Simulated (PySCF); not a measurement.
# C2H7NOSSi: electronic excitations at several levels of theory

Aim: compute the electronic excitations of C2H7NOSSi (`CS[SiH2]NC=O`) at several levels, and see how far they spread and what each costs.

Computed with PySCF 2.14.0, with density-fitted response routines of our own, on a single molecule in the gas phase. Atoms are numbered from 0 throughout.

### Step 1. The starting structure

13 atoms, charge 0, multiplicity 1; geometry from: GFN2-xTB.

Bonds of the start (Å): C0–S1 1.82, S1–Si2 2.14, Si2–N3 1.75, N3–C4 1.34, C4–O5 1.21, C0–H6 1.08, C0–H7 1.08, C0–H8 1.08, Si2–H9 1.46, Si2–H10 1.46, N3–H11 1.01, C4–H12 1.10.

### Step 2. Relaxing the molecule at PBE0-D3(BJ)/def2-SVP

What the job is given:

```
{"job": {"xc": "PBE0", "basis": "def2-SVP", "d3": "d3bj", "grid": 1, "kind": "geom"}, "charge": 0, "multiplicity": 1}
C     -2.710151     0.089616     0.468557
S     -1.127997     0.532908     1.241885
Si     0.179470    -0.139213    -0.312398
N      1.740616     0.258037     0.362485
C      2.757003    -0.073770    -0.443242
O      2.557177    -0.590622    -1.515118
H     -2.739222    -0.980126     0.292136
H     -2.820843     0.629764    -0.465470
H     -3.495461     0.375124     1.159806
H      0.043247    -1.580361    -0.476873
H     -0.065473     0.634614    -1.521995
H      1.911733     0.689438     1.256105
H      3.765513     0.155077    -0.063608
```

Log:

```text
step   0  E = -897.27758518  max force = 0.014696
step   1  E = -897.28072551  max force = 0.002232
step   2  E = -897.28080827  max force = 0.000912
step   3  E = -897.28079065  max force = 0.002752
step   4  E = -897.28081999  max force = 0.000751
step   5  E = -897.28082151  max force = 0.000226
optimisation converged
```

Run time: 39 s. Hardware: 1 thread, shared host.

Relaxation path:

```
step  energy from step 0 (eV)  largest force component (eV/Å)
   0                   0.0000                          0.7557
   1                  -0.0855                          0.1148
   2                  -0.0877                          0.0469
   3                  -0.0872                          0.1415
   4                  -0.0880                          0.0386
   5                  -0.0881                          0.0116
```

Close pairs (by a distance rule), those that changed most:

```
   bond  before (Å)  after (Å)  change (Å)
Si2–H10       1.457      1.489      +0.033
 Si2–H9       1.457      1.489      +0.032
 Si2–N3       1.747      1.772      +0.026
  N3–C4       1.339      1.359      +0.021
  C0–H6       1.085      1.099      +0.015
  C0–H7       1.085      1.099      +0.015
 C4–H12       1.102      1.116      +0.014
  C0–H8       1.084      1.098      +0.013
```

The end geometry stands in the next job.

```
                         at the end point                value
  point group (found at 0.08 Å tolerance)                   Cs
rotational constants (GHz, main isotopes)  8.014, 1.025, 0.924
                        dipole moment (D)                 2.53
```

### Step 3. TDDFT and polarisability: CAM-B3LYP/def2-SVPD

What the job is given:

```
{"job": {"kind": "uv", "xc": "CAM-B3LYP", "basis": "def2-SVPD", "ip": true}, "charge": 0, "multiplicity": 1}
C     -2.346814    -0.197033     0.571337
S     -0.747901     0.225132     1.336441
Si     0.554801    -0.467321    -0.214806
N      2.156410    -0.089040     0.443276
C      3.237030    -0.416804    -0.313685
O      3.132099    -0.948982    -1.396439
H     -2.433645    -1.278228     0.392174
H     -2.499455     0.351775    -0.368900
H     -3.125565     0.104004     1.284289
H      0.392276    -1.931384    -0.433573
H      0.307014     0.266482    -1.486938
H      2.310585     0.353789     1.342790
H      4.222911    -0.159500     0.140633
```

Level: TDDFT CAM-B3LYP/def2-SVPD, vertical, gas phase, core orbitals frozen in the response.

Log:

```text
coarse grid: 11912 points
cycle   1  E = -897.4482892546  dE =  6.801e-01  |g| = 8.272e-01  |ddm| = 4.547e+00
cycle   2  E = -897.1945949783  dE =  2.537e-01  |g| = 1.450e+00  |ddm| = 2.218e+00
cycle   3  E = -897.5951914920  dE = -4.006e-01  |g| = 1.304e-01  |ddm| = 1.420e+00
cycle   4  E = -897.5982513091  dE = -3.060e-03  |g| = 6.623e-02  |ddm| = 1.985e-01
cycle   5  E = -897.5991745286  dE = -9.232e-04  |g| = 1.095e-02  |ddm| = 6.953e-02
cycle   6  E = -897.5992075617  dE = -3.303e-05  |g| = 3.858e-03  |ddm| = 2.275e-02
cycle   7  E = -897.5992128471  dE = -5.285e-06  |g| = 8.886e-04  |ddm| = 8.672e-03
final grid: 105896 points
cycle   8  E = -897.7104311718  dE = -1.729e-05  |g| = 3.586e-03  |ddm| = 3.901e-02
cycle   9  E = -897.7104285874  dE =  2.584e-06  |g| = 5.293e-03  |ddm| = 8.265e-03
cycle  10  E = -897.7104340192  dE = -5.432e-06  |g| = 5.867e-04  |ddm| = 4.117e-03
cycle  11  E = -897.7104340916  dE = -7.242e-08  |g| = 1.720e-04  |ddm| = 7.137e-04
cycle  12  E = -897.7104341000  dE = -8.400e-09  |g| = 4.794e-05  |ddm| = 3.186e-04
cycle  13  E = -897.7104341007  dE = -6.821e-10  |g| = 1.469e-05  |ddm| = 7.817e-05
converged SCF energy = -897.7104341007

Static polarisability (au): isotropic 83.732, principal 63.989 80.313 106.895

Singlet excitations
state   eV       nm        f      main configurations
  1   5.4834    226.1   0.00080   H->L 0.82
  2   5.6056    221.2   0.00081   H-1->L+2 0.95
  3   6.3655    194.8   0.02739   H->L+1 0.75, H->L+4 0.19
  4   6.8595    180.7   0.00219   H->L+3 0.76, H->L+5 0.17
  5   7.0387    176.1   0.04627   H->L+2 0.50, H-2->L+2 0.21, H-1->L 0.14
  6   7.1442    173.5   0.00867   H->L+5 0.36, H-2->L 0.34, H->L+3 0.09
  7   7.1766    172.8   0.01415   H-2->L+2 0.38, H->L+2 0.35, H-1->L 0.13
  8   7.1865    172.5   0.00079   H-2->L 0.41, H->L+5 0.28
  9   7.3445    168.8   0.00023   H->L+4 0.44, H->L+7 0.18, H->L+1 0.17
 10   7.5526    164.2   0.15339   H-3->L 0.63, H->L+2 0.09

Triplet excitations (Tamm-Dancoff, eV): 5.0987 5.1215 5.4266 6.0054
Vertical ionisation energy (delta-SCF) = 9.2831 eV
```

It took 2.2 min on 1 thread, shared host.

The orbitals next to the gap, with their largest atomic shares:

```
orbital      eV                       atoms
 HOMO−3  -10.22  S1 57 %, Si2 16 %, C0 11 %
 HOMO−2   -9.66    N3 44 %, O5 27 %, C4 9 %
 HOMO−1   -9.46   O5 66 %, C4 14 %, H12 7 %
   HOMO   -8.42   S1 70 %, C0 10 %, Si2 9 %
   LUMO    0.60  S1 43 %, Si2 11 %, C0 10 %
 LUMO+1    1.05  S1 34 %, Si2 20 %, C0 10 %
 LUMO+2    1.07   C4 38 %, O5 26 %, N3 16 %
```

With each of the 10 states as a Gaussian band of 0.4 eV half-width at 1/e, the curve within the window shown has maxima at 166 nm (ε 7,100) L/(mol cm). Beyond the last state computed it falls off for lack of states. The curve at chosen wavelengths:

(nm, ε (L/mol/cm)): (158, 3621), (162, 6175), (166, 7093), (169, 6574), (173, 5211), (177, 3829), (181, 2671), (185, 1879), (188, 1557), (192, 1361), (196, 1210), (200, 977), (204, 689), (207, 488), (211, 286), (215, 168), (219, 110), (223, 83), (226, 72), (230, 59), (234, 46), (238, 33), (242, 22), (245, 16), (249, 10), (253, 5)

Further results of this job:

```
           property  computed
  dipole moment (D)      2.67
polarisability (Å³)     12.41
 HOMO–LUMO gap (eV)      9.03
      −ε(HOMO) (eV)      8.42
```

### Step 4. Ultraviolet spectrum: wB97X-D/def2-SVPD

Same as in step 3 but for these lines:

```diff
@@ -1,2 +1,2 @@
-{"job": {"kind": "uv", "xc": "CAM-B3LYP", "basis": "def2-SVPD", "ip": true}, "charge": 0, "multiplicity": 1}
+{"job": {"kind": "uv", "xc": "wB97X-D", "basis": "def2-SVPD", "ip": true}, "charge": 0, "multiplicity": 1}
 C     -2.346814    -0.197033     0.571337
```

With the program's defaults for keys left out, this is: TDDFT wB97X-D/def2-SVPD, vertical, gas phase, core orbitals frozen in the response.

Log:

```text
coarse grid: 11912 points
cycle   1  E = -897.4530478947  dE =  6.824e-01  |g| = 8.359e-01  |ddm| = 4.427e+00
cycle   2  E = -897.2830521695  dE =  1.700e-01  |g| = 1.316e+00  |ddm| = 2.084e+00
cycle   3  E = -897.6065658316  dE = -3.235e-01  |g| = 1.101e-01  |ddm| = 1.200e+00
cycle   4  E = -897.6089020106  dE = -2.336e-03  |g| = 5.465e-02  |ddm| = 1.782e-01
cycle   5  E = -897.6095647417  dE = -6.627e-04  |g| = 9.471e-03  |ddm| = 6.514e-02
cycle   6  E = -897.6095930652  dE = -2.832e-05  |g| = 3.629e-03  |ddm| = 2.327e-02
cycle   7  E = -897.6095984568  dE = -5.392e-06  |g| = 8.455e-04  |ddm| = 9.079e-03
final grid: 105896 points
cycle   8  E = -897.7172237580  dE = -7.681e-05  |g| = 6.965e-03  |ddm| = 1.029e-01
cycle   9  E = -897.7172249826  dE = -1.225e-06  |g| = 7.053e-03  |ddm| = 1.930e-02
cycle  10  E = -897.7172351632  dE = -1.018e-05  |g| = 8.843e-04  |ddm| = 6.597e-03
cycle  11  E = -897.7172353164  dE = -1.532e-07  |g| = 6.064e-04  |ddm| = 1.476e-03
cycle  12  E = -897.7172353983  dE = -8.181e-08  |g| = 1.324e-04  |ddm| = 9.352e-04
cycle  13  E = -897.7172354048  dE = -6.586e-09  |g| = 4.669e-05  |ddm| = 2.895e-04
cycle  14  E = -897.7172354058  dE = -9.295e-10  |g| = 1.608e-05  |ddm| = 1.197e-04
converged SCF energy = -897.7172354058

Static polarisability (au): isotropic 83.448, principal 63.816 79.915 106.613

Singlet excitations
state   eV       nm        f      main configurations
  1   5.5707    222.6   0.00102   H->L 0.85
  2   5.6434    219.7   0.00069   H-1->L+1 0.95
  3   6.5023    190.7   0.02854   H->L+2 0.78, H->L+4 0.17
  4   7.0154    176.7   0.00026   H->L+3 0.53, H->L+5 0.42
  5   7.1320    173.8   0.05872   H->L+1 0.42, H-2->L+1 0.28, H-1->L 0.13
  6   7.2470    171.1   0.01819   H-2->L+1 0.41, H->L+1 0.40
  7   7.2910    170.1   0.00883   H->L+3 0.30, H-2->L 0.26, H->L+5 0.26
  8   7.3438    168.8   0.00067   H-2->L 0.51, H->L+5 0.18, H->L+3 0.09
  9   7.5845    163.5   0.00252   H->L+4 0.42, H->L+7 0.22, H->L+2 0.16
 10   7.6658    161.7   0.15108   H-3->L 0.64, H->L+1 0.12

Triplet excitations (Tamm-Dancoff, eV): 5.1778 5.2538 5.5333 6.1578
Vertical ionisation energy (delta-SCF) = 9.3035 eV
```

Run time: 88 s. Hardware: 1 thread, shared host.

This run: HOMO -8.95 eV, LUMO 1.44 eV; lowest singlet 5.57 eV.

### Step 5. TDDFT and polarisability: LC-wPBE/def2-SVPD

Same as in step 4 but for these lines:

```diff
@@ -1,2 +1,2 @@
-{"job": {"kind": "uv", "xc": "wB97X-D", "basis": "def2-SVPD", "ip": true}, "charge": 0, "multiplicity": 1}
+{"job": {"kind": "uv", "xc": "LC-wPBE", "basis": "def2-SVPD", "ip": true}, "charge": 0, "multiplicity": 1}
 C     -2.346814    -0.197033     0.571337
```

With the program's defaults for keys left out, this is: TDDFT LC-wPBE/def2-SVPD, vertical, gas phase, core orbitals frozen in the response.

Log:

```text
coarse grid: 11912 points
cycle   1  E = -897.1568993174  dE =  7.362e-01  |g| = 8.598e-01  |ddm| = 4.471e+00
cycle   2  E = -897.0590187923  dE =  9.788e-02  |g| = 1.211e+00  |ddm| = 1.932e+00
cycle   3  E = -897.3236743222  dE = -2.647e-01  |g| = 9.633e-02  |ddm| = 1.102e+00
cycle   4  E = -897.3256782798  dE = -2.004e-03  |g| = 5.033e-02  |ddm| = 1.763e-01
cycle   5  E = -897.3262869199  dE = -6.086e-04  |g| = 1.010e-02  |ddm| = 7.072e-02
cycle   6  E = -897.3263290686  dE = -4.215e-05  |g| = 3.972e-03  |ddm| = 2.876e-02
cycle   7  E = -897.3263369558  dE = -7.887e-06  |g| = 1.144e-03  |ddm| = 1.116e-02
final grid: 105896 points
cycle   8  E = -897.4582708941  dE = -2.720e-05  |g| = 5.561e-03  |ddm| = 5.785e-02
cycle   9  E = -897.4582705327  dE =  3.614e-07  |g| = 6.161e-03  |ddm| = 1.117e-02
cycle  10  E = -897.4582777391  dE = -7.206e-06  |g| = 8.351e-04  |ddm| = 5.065e-03
cycle  11  E = -897.4582778935  dE = -1.545e-07  |g| = 3.021e-04  |ddm| = 1.156e-03
cycle  12  E = -897.4582779248  dE = -3.127e-08  |g| = 9.479e-05  |ddm| = 7.019e-04
cycle  13  E = -897.4582779296  dE = -4.784e-09  |g| = 3.526e-05  |ddm| = 2.554e-04
cycle  14  E = -897.4582779369  dE = -7.297e-09  |g| = 1.202e-05  |ddm| = 9.421e-05
cycle  15  E = -897.4582779370  dE = -7.753e-11  |g| = 3.428e-06  |ddm| = 3.186e-05
converged SCF energy = -897.4582779370

Static polarisability (au): isotropic 81.585, principal 62.541 78.234 103.979

Singlet excitations
state   eV       nm        f      main configurations
  1   5.6081    221.1   0.00088   H-1->L+2 0.92
  2   5.7817    214.4   0.00116   H->L 0.67, H->L+9 0.11
  3   6.9023    179.6   0.02940   H->L+1 0.61, H->L+4 0.21
  4   7.3779    168.0   0.14026   H-2->L+2 0.79
  5   7.4235    167.0   0.00001   H->L+3 0.41, H->L+6 0.41
  6   7.7398    160.2   0.00470   H-2->L 0.56, H->L+3 0.12
  7   7.7844    159.3   0.03787   H-3->L 0.44, H->L+2 0.16, H->L+10 0.11
  8   7.8728    157.5   0.00184   H->L+6 0.25, H->L+3 0.24, H-2->L 0.09
  9   8.0794    153.5   0.00787   H->L+7 0.23, H->L+1 0.22, H->L+4 0.13
 10   8.2396    150.5   0.24815   H-1->L 0.27, H->L+2 0.15, H-1->L+4 0.14

Triplet excitations (Tamm-Dancoff, eV): 5.0634 5.3095 5.4845 6.3929
Vertical ionisation energy (delta-SCF) = 9.3649 eV
```

It took 2.8 min on 1 thread, shared host.

This run: HOMO -9.81 eV, LUMO 1.71 eV; lowest singlet 5.61 eV.

### Step 6. Ultraviolet spectrum: PBE0/6-31G*

Same as in step 5 but for these lines:

```diff
@@ -1,2 +1,2 @@
-{"job": {"kind": "uv", "xc": "LC-wPBE", "basis": "def2-SVPD", "ip": true}, "charge": 0, "multiplicity": 1}
+{"job": {"kind": "uv", "xc": "PBE0", "basis": "6-31G*"}, "charge": 0, "multiplicity": 1}
 C     -2.346814    -0.197033     0.571337
```

With the program's defaults for keys left out, this is: TDDFT PBE0/6-31G*, vertical, gas phase, core orbitals frozen in the response.

Log:

```text
coarse grid: 11912 points
cycle   1  E = -897.5279257843  dE =  6.702e-01  |g| = 8.008e-01  |ddm| = 3.392e+00
cycle   2  E = -897.0117011810  dE =  5.162e-01  |g| = 1.757e+00  |ddm| = 2.616e+00
cycle   3  E = -897.6581004656  dE = -6.464e-01  |g| = 1.983e-01  |ddm| = 2.039e+00
cycle   4  E = -897.6656178591  dE = -7.517e-03  |g| = 9.360e-02  |ddm| = 2.552e-01
cycle   5  E = -897.6674545109  dE = -1.837e-03  |g| = 1.686e-02  |ddm| = 7.398e-02
cycle   6  E = -897.6675262142  dE = -7.170e-05  |g| = 4.772e-03  |ddm| = 2.326e-02
cycle   7  E = -897.6675322837  dE = -6.070e-06  |g| = 1.157e-03  |ddm| = 6.419e-03
final grid: 105896 points
cycle   8  E = -897.5961372628  dE =  3.221e-06  |g| = 1.259e-02  |ddm| = 2.151e-02
cycle   9  E = -897.5960570897  dE =  8.017e-05  |g| = 2.355e-02  |ddm| = 2.822e-02
cycle  10  E = -897.5961705109  dE = -1.134e-04  |g| = 2.736e-03  |ddm| = 1.946e-02
cycle  11  E = -897.5961723187  dE = -1.808e-06  |g| = 1.378e-04  |ddm| = 2.711e-03
cycle  12  E = -897.5961723235  dE = -4.772e-09  |g| = 6.823e-05  |ddm| = 2.434e-04
cycle  13  E = -897.5961723248  dE = -1.274e-09  |g| = 1.856e-05  |ddm| = 9.347e-05
cycle  14  E = -897.5961723249  dE = -9.049e-11  |g| = 5.655e-06  |ddm| = 2.390e-05
converged SCF energy = -897.5961723249

Static polarisability (au): isotropic 67.869, principal 46.322 65.914 91.371

Singlet excitations
state   eV       nm        f      main configurations
  1   5.5799    222.2   0.00348   H->L 0.98
  2   5.7348    216.2   0.00047   H-1->L+1 0.98
  3   6.5338    189.8   0.01123   H->L+1 0.96
  4   6.7714    183.1   0.00547   H->L+2 0.99
  5   6.8158    181.9   0.02033   H-1->L 0.74, H-2->L+1 0.20
  6   6.8701    180.5   0.00024   H-2->L 0.97
  7   7.1313    173.9   0.00090   H->L+3 0.98
  8   7.6588    161.9   0.31425   H-2->L+1 0.38, H-3->L 0.24, H-1->L+2 0.16
  9   7.7111    160.8   0.00319   H-3->L 0.66, H-1->L+2 0.13, H-2->L+1 0.09
 10   7.8195    158.6   0.00147   H-2->L+2 0.94

Triplet excitations (Tamm-Dancoff, eV): 5.1749 5.1861 5.4580 6.1363
```

Run time: 11 s. Hardware: 1 thread, shared host.

This run: HOMO -6.97 eV, LUMO 0.18 eV; lowest singlet 5.58 eV.

### Step 7. Ultraviolet spectrum: PBE0/def2-SVP

Same as in step 6 but for these lines:

```diff
@@ -1,2 +1,2 @@
-{"job": {"kind": "uv", "xc": "PBE0", "basis": "6-31G*"}, "charge": 0, "multiplicity": 1}
+{"job": {"kind": "uv", "xc": "PBE0", "basis": "def2-SVP"}, "charge": 0, "multiplicity": 1}
 C     -2.346814    -0.197033     0.571337
```

With the program's defaults for keys left out, this is: TDDFT PBE0/def2-SVP, vertical, gas phase, core orbitals frozen in the response.

Log:

```text
coarse grid: 11912 points
cycle   1  E = -897.0324708629  dE =  6.222e-01  |g| = 7.975e-01  |ddm| = 3.612e+00
cycle   2  E = -896.5119423109  dE =  5.205e-01  |g| = 1.762e+00  |ddm| = 2.592e+00
cycle   3  E = -897.1602383798  dE = -6.483e-01  |g| = 1.921e-01  |ddm| = 2.004e+00
cycle   4  E = -897.1669389900  dE = -6.701e-03  |g| = 9.603e-02  |ddm| = 2.486e-01
cycle   5  E = -897.1688829955  dE = -1.944e-03  |g| = 1.568e-02  |ddm| = 7.510e-02
cycle   6  E = -897.1689412756  dE = -5.828e-05  |g| = 4.991e-03  |ddm| = 2.345e-02
cycle   7  E = -897.1689479469  dE = -6.671e-06  |g| = 1.207e-03  |ddm| = 6.658e-03
final grid: 105896 points
cycle   8  E = -897.2702135961  dE =  1.080e-06  |g| = 1.277e-02  |ddm| = 2.523e-02
cycle   9  E = -897.2701265274  dE =  8.707e-05  |g| = 2.437e-02  |ddm| = 2.883e-02
cycle  10  E = -897.2702467792  dE = -1.203e-04  |g| = 2.563e-03  |ddm| = 1.993e-02
cycle  11  E = -897.2702483651  dE = -1.586e-06  |g| = 1.683e-04  |ddm| = 2.579e-03
cycle  12  E = -897.2702483727  dE = -7.666e-09  |g| = 6.891e-05  |ddm| = 2.634e-04
cycle  13  E = -897.2702483740  dE = -1.292e-09  |g| = 1.988e-05  |ddm| = 9.835e-05
cycle  14  E = -897.2702483741  dE = -8.913e-11  |g| = 6.822e-06  |ddm| = 2.373e-05
converged SCF energy = -897.2702483741

Static polarisability (au): isotropic 69.309, principal 48.596 66.264 93.069

Singlet excitations
state   eV       nm        f      main configurations
  1   5.6498    219.4   0.00199   H->L 0.90, H-1->L+1 0.09
  2   5.6763    218.4   0.00025   H-1->L+1 0.89, H->L 0.09
  3   6.4151    193.3   0.01589   H->L+1 0.98
  4   6.8552    180.9   0.00020   H->L+2 0.95
  5   6.8979    179.7   0.00485   H-1->L 0.69, H-2->L+1 0.26
  6   7.0043    177.0   0.00001   H-2->L 0.96
  7   7.3618    168.4   0.00237   H->L+3 0.63, H->L+4 0.22, H->L+5 0.13
  8   7.6286    162.5   0.31982   H-2->L+1 0.43, H-1->L 0.24, H-1->L+2 0.20
  9   7.7386    160.2   0.00305   H-3->L 0.84
 10   7.7970    159.0   0.00699   H->L+5 0.37, H->L+3 0.29, H->L+4 0.23

Triplet excitations (Tamm-Dancoff, eV): 5.1008 5.2479 5.4241 6.2691
```

Run time: 16 s. Hardware: 1 thread, shared host.

Key values: HOMO -6.98 eV, LUMO 0.23 eV; lowest singlet 5.65 eV.

### Step 8. TDDFT and polarisability: PBE0/def2-TZVP

Same as in step 7 but for these lines:

```diff
@@ -1,2 +1,2 @@
-{"job": {"kind": "uv", "xc": "PBE0", "basis": "def2-SVP"}, "charge": 0, "multiplicity": 1}
+{"job": {"kind": "uv", "xc": "PBE0", "basis": "def2-TZVP"}, "charge": 0, "multiplicity": 1}
 C     -2.346814    -0.197033     0.571337
```

Method: TDDFT PBE0/def2-TZVP, vertical, gas phase, core orbitals frozen in the response.

Log:

```text
coarse grid: 11912 points
cycle   1  E = -897.6220623858  dE =  6.407e-01  |g| = 8.265e-01  |ddm| = 2.694e+00
cycle   2  E = -897.0812831275  dE =  5.408e-01  |g| = 1.824e+00  |ddm| = 2.354e+00
cycle   3  E = -897.7488616387  dE = -6.676e-01  |g| = 2.143e-01  |ddm| = 1.960e+00
cycle   4  E = -897.7566009800  dE = -7.739e-03  |g| = 1.081e-01  |ddm| = 1.878e-01
cycle   5  E = -897.7588655640  dE = -2.265e-03  |g| = 1.866e-02  |ddm| = 5.979e-02
cycle   6  E = -897.7589347807  dE = -6.922e-05  |g| = 6.688e-03  |ddm| = 1.777e-02
cycle   7  E = -897.7589448696  dE = -1.009e-05  |g| = 1.653e-03  |ddm| = 5.631e-03
cycle   8  E = -897.7589455407  dE = -6.711e-07  |g| = 5.612e-04  |ddm| = 1.756e-03
final grid: 105896 points
cycle   9  E = -897.7517483565  dE = -2.772e-05  |g| = 1.206e-02  |ddm| = 3.677e-02
cycle  10  E = -897.7516814791  dE =  6.688e-05  |g| = 2.215e-02  |ddm| = 1.793e-02
cycle  11  E = -897.7517736485  dE = -9.217e-05  |g| = 2.880e-03  |ddm| = 1.323e-02
cycle  12  E = -897.7517752494  dE = -1.601e-06  |g| = 4.040e-04  |ddm| = 2.127e-03
cycle  13  E = -897.7517752924  dE = -4.298e-08  |g| = 1.008e-04  |ddm| = 3.349e-04
cycle  14  E = -897.7517752949  dE = -2.500e-09  |g| = 3.341e-05  |ddm| = 9.401e-05
cycle  15  E = -897.7517752952  dE = -2.829e-10  |g| = 9.514e-06  |ddm| = 3.161e-05
converged SCF energy = -897.7517752952

Static polarisability (au): isotropic 79.398, principal 57.505 75.780 104.908

Singlet excitations
state   eV       nm        f      main configurations
  1   5.3522    231.7   0.00056   H->L 0.97
  2   5.6180    220.7   0.00071   H-1->L+1 0.98
  3   6.2495    198.4   0.01333   H->L+1 0.97
  4   6.5690    188.7   0.00941   H->L+2 0.98
  5   6.7007    185.0   0.00743   H-1->L 0.72, H-2->L+1 0.23
  6   6.7841    182.8   0.00025   H-2->L 0.93
  7   6.8621    180.7   0.00027   H->L+4 0.69, H->L+3 0.20
  8   7.2106    171.9   0.01418   H->L+3 0.71, H->L+5 0.15, H->L+4 0.11
  9   7.3242    169.3   0.09823   H-3->L 0.78
 10   7.3958    167.6   0.00640   H->L+5 0.76, H->L+4 0.16

Triplet excitations (Tamm-Dancoff, eV): 4.9466 5.0805 5.3854 6.0563
```

Run time: 39 s. Hardware: 1 thread, shared host.

In short: HOMO -7.09 eV, LUMO -0.16 eV; lowest singlet 5.35 eV.

### Step 9. Side by side: electronic excitations

Excitations and ground-state properties, with basis size and wall time:

```
                run  lowest singlet (eV)  brightest (eV)      f  gap (eV)  α (Å³)  μ (D)  functions     time
CAM-B3LYP/def2-SVPD                 5.48            7.55  0.153      9.03   12.41   2.67        190  2.2 min
  wB97X-D/def2-SVPD                 5.57            7.67  0.151     10.39   12.37   2.62        190     88 s
  LC-wPBE/def2-SVPD                 5.61            8.24  0.248     11.52   12.09   2.60        190  2.8 min
        PBE0/6-31G*                 5.58            7.66  0.314      7.15   10.06   2.25        106     11 s
      PBE0/def2-SVP                 5.65            7.63  0.320      7.22   10.27   2.53        127     16 s
     PBE0/def2-TZVP                 5.35            7.32  0.098      6.92   11.77   2.71        240     39 s
```

### Step 10. Results

| quantity | value |
| --- | --- |
| point group | Cs |
| rotational constants (main isotopes) | 8.01, 1.02, 0.92 GHz |
| lowest singlet (CAM-B3LYP/def2-SVPD) | 5.48 eV (226 nm), f = 0.001 |
| brightest single state of those computed | state 10, 7.55 eV, f = 0.153 |
| lowest triplet | 5.10 eV |
| vertical ionisation energy (ΔSCF) | 9.28 eV |
| range of the lowest singlet | 5.35 to 5.65 eV |

What this shows: Single values in the summary come from the first run of each kind that ended normally (CAM-B3LYP/def2-SVPD), which need not be the best level. The optimisation took 5 steps and gained 0.088 eV; among the close pairs (by a distance rule), Si2–H10 changed most, from 1.457 to 1.489 Å. No frequency check was run at this level, so the end point may be a saddle. The first singlet state (HOMO→LUMO 0.82) lies at 5.48 eV and is dark; of the 10 states computed, the strongest absorption comes from state 10 at 7.55 eV (the last computed, so partners may be missing). The lowest triplet lies 0.38 eV below the lowest singlet (triplets in Tamm-Dancoff, singlets in full TDDFT). ΔSCF puts the ionisation energy at 9.28 eV, 0.86 eV above −ε(HOMO). The lowest singlet runs from 5.35 eV (PBE0/def2-TZVP) to 5.65 eV (PBE0/def2-SVP), while the orbital gap spans 6.92 to 11.52 eV. The lowest state need not be the same one in every run.
